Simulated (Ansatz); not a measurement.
# Be4Se3: from a guess to a relaxed structure

Where does this trial cell of Be4Se3 go when cell and atoms are let free?

Program: Ansatz 0.2.0. Level of theory: DFT PBE, scalar-relativistic, plane waves, PAW. These are calculated values, not measurements.

### 1 Starting point

The structure is cubic, space group F-43m (No. 216). The conventional cell has a = 7.753 Å, b = 7.753 Å, c = 7.753 Å, α = 90.00°, β = 90.00°, γ = 90.00°. Around Be (site symmetry 3m) lie 1 Se at 2.00 Å and 3 Be at 2.22 Å. Around Se (site symmetry -43m) lie 4 Be at 2.00 Å. Around Se (site symmetry -43m) lie 12 Be at 3.17 Å. Around Se (site symmetry -43m) lie 12 Be at 3.29 Å and 8 Se at 3.36 Å.

As a file:

```
CELL_PARAMETERS angstrom
0.00000 3.87675 3.87675
3.87675 0.00000 3.87675
3.87675 3.87675 0.00000
ATOMIC_POSITIONS crystal
Be 0.10106 0.10106 0.10106
Be 0.10106 0.10106 0.69683
Be 0.10106 0.69683 0.10106
Be 0.69683 0.10106 0.10106
Se 0.25000 0.25000 0.25000
Se 0.75000 0.75000 0.75000
Se 0.50000 0.50000 0.50000
```

The cell is invented: random cell by space group and Wyckoff sites (F-43m, No. 216). Lengths come from tabulated atomic sizes and are only a guess.

### 2 The guess as it stands, on a coarse mesh

File input.yaml:

```yaml
crystal:
  lattice:
    - [0.0, 3.87674715, 3.87674715]
    - [3.87674715, 0.0, 3.87674715]
    - [3.87674715, 3.87674715, 0.0]
  atoms:
    - { symbol: Be, position: [0.10105708, 0.10105708, 0.10105708] }
    - { symbol: Be, position: [0.10105708, 0.10105708, 0.69682877] }
    - { symbol: Be, position: [0.10105708, 0.69682877, 0.10105708] }
    - { symbol: Be, position: [0.69682877, 0.10105708, 0.10105708] }
    - { symbol: Se, position: [0.25, 0.25, 0.25] }
    - { symbol: Se, position: [0.75, 0.75, 0.75] }
    - { symbol: Se, position: [0.5, 0.5, 0.5] }
basis:
  ecutwfc: 420
kpoints:
  mp_grid: { grid: [4, 4, 4] }
hamiltonian:
  xc: pbe
scf:
  occupations: { method: gaussian, width: 0.1 }
  lower_state_search: "off"
output:
  forces: true
  stress: true
  eigenvalues: true
```

Launch:

```bash
$ ansatz run input.yaml --threads 1 --pin off --max-ram 2560MiB --backend cpu --events-out ev --progress --plain --runs-dir out
```

Further runs follow: coarse relaxation; relaxation on the finer mesh.

Q: Predict the outcome of this session. Wanted: conventional cell; volume; energy over the elements; gap on the mesh.

The runs gave:

| quantity | value |
| --- | --- |
| symmetry at the end (tolerance 0.05 Å) | space group F-43m (No. 216) |
| conventional cell | a = 7.766 Å, b = 7.766 Å, c = 7.766 Å, α = 90.00°, β = 90.00°, γ = 90.00° |
| volume | 16.73 Å³/atom |
| energy over the elements | +0.44 eV/atom |
| gap on the mesh | none (metal) |

What this shows: The space group F-43m (No. 216) is kept, at nearly the size of the first guess. The formation energy is positive, so the separate elements lie lower. No finished test with a distortion of lower symmetry is shown, so the end may be a saddle point. The final runs have no spin polarisation, so a magnetic state may lie lower.
